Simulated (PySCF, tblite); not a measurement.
**C₆H₁₀FGeN: geometry, infrared bands and NMR shifts**

Aim: predict the infrared bands and NMR shifts of C₆H₁₀FGeN (`[H]/N=C1/[CH2][Ge@H](/[CH]=C\F)[C@@H]1C`).

The runs use tblite 0.8.0 and PySCF 2.14.0, with density-fitted response routines of our own; the level of theory stands in each step. All values are computed, except where a source is named. Atoms are numbered from 0 throughout.

### 1 The starting structure

19 atoms, charge 0, multiplicity 1; geometry from: force field or distance geometry start.

Bonds of the start (Å): C0–C1 1.52, C1–C2 1.53, C2–N3 1.29, C2–C4 1.51, C4–Ge5 1.92, Ge5–C6 1.93, C6–C7 1.33, C7–F8 1.36, Ge5–C1 1.92, C0–H9 1.10, C0–H10 1.12, C0–H11 1.11, C1–H12 1.09, N3–H13 1.02, C4–H14 1.10, C4–H15 1.11, Ge5–H16 1.54, C6–H17 1.09, C7–H18 1.08.

### 2 Geometry optimisation with GFN2-xTB

What the job is given:

```
{"job": {"kind": "relax", "xc": "GFN2-xTB", "basis": "xTB"}, "charge": 0, "multiplicity": 1}
C     -0.566800     1.537900    -0.397400
C     -0.987300     0.082100    -0.565900
C     -1.826500    -0.401800     0.615800
N     -2.970400    -0.057900     1.100100
C     -0.786600    -1.447400     0.950100
Ge     0.516000    -1.106700    -0.416900
C      2.112100    -0.281900     0.294700
C      2.982900     0.359800    -0.485300
F      2.775200     0.443000    -1.828900
H      0.112100     1.829300    -1.211000
H     -1.478300     2.187500    -0.451800
H     -0.075300     1.704300     0.581600
H     -1.520800    -0.079700    -1.508000
H     -3.510200     0.700800     0.687300
H     -1.207800    -2.460600     0.847100
H     -0.366300    -1.274300     1.967800
H      0.635900    -2.198100    -1.501000
H      2.292100    -0.344000     1.366800
H      3.860000     0.816900    -0.052700
```

Command:

```sh
$ OMP_NUM_THREADS=1 python probes_run.py task.json out
```

One launch serves the whole session: the jobs run in the order shown.

**Question.** This job is followed by: GFN2-xTB harmonic vibrations, gas phase; GIAO PBE0/pcSseg-1 NMR shielding, non-relativistic, gas phase. Predict these results of the whole session: strongest single infrared mode (GFN2-xTB); zero-point energy (GFN2-xTB); 13C shifts against TMS (PBE0/pcSseg-1); 1H shifts against TMS (PBE0/pcSseg-1, means over atoms taken as alike); 15N shifts against NH3 (PBE0/pcSseg-1); 73Ge shifts against GeMe4 (PBE0/pcSseg-1); 19F shifts against CFCl3 (PBE0/pcSseg-1).

**Answer**, as computed:

| quantity | value |
| --- | --- |
| strongest single infrared mode (GFN2-xTB) | 1878 cm⁻¹, 460 km/mol |
| zero-point energy (GFN2-xTB) | 88.5 kcal/mol |
| 13C shifts against TMS (PBE0/pcSseg-1) | 190.1, 168.1, 109.7, 48.7, 34.3, 16.5 ppm |
| 1H shifts against TMS (PBE0/pcSseg-1, means over atoms taken as alike) | 10.70, 7.41, 5.40, 5.38, 2.95, 2.82, 2.77, 1.32 ppm |
| 15N shifts against NH3 (PBE0/pcSseg-1) | 343.5 ppm |
| 73Ge shifts against GeMe4 (PBE0/pcSseg-1) | -140 ppm |
| 19F shifts against CFCl3 (PBE0/pcSseg-1) | -86.2 ppm |

**Reading.** Over 59 steps the energy fell by 1.199 eV; of the close pairs, C1–Ge5 changed most, 1.922 to 2.011 Å. The lowest mode is imaginary (32i cm⁻¹), so the xTB geometry is not a minimum. The strongest single mode, at 1878 cm⁻¹, moves mainly H16. Unscaled tight-binding wavenumbers are off by several per cent, some by more. Its intensities can rank the bands wrongly. At PBE0/pcSseg-1: The largest span, 598 ppm, is at N3, where the paramagnetic term is -396 ppm. Spin-orbit coupling is left out, which matters for shieldings and couplings at and beside the heavy atoms.
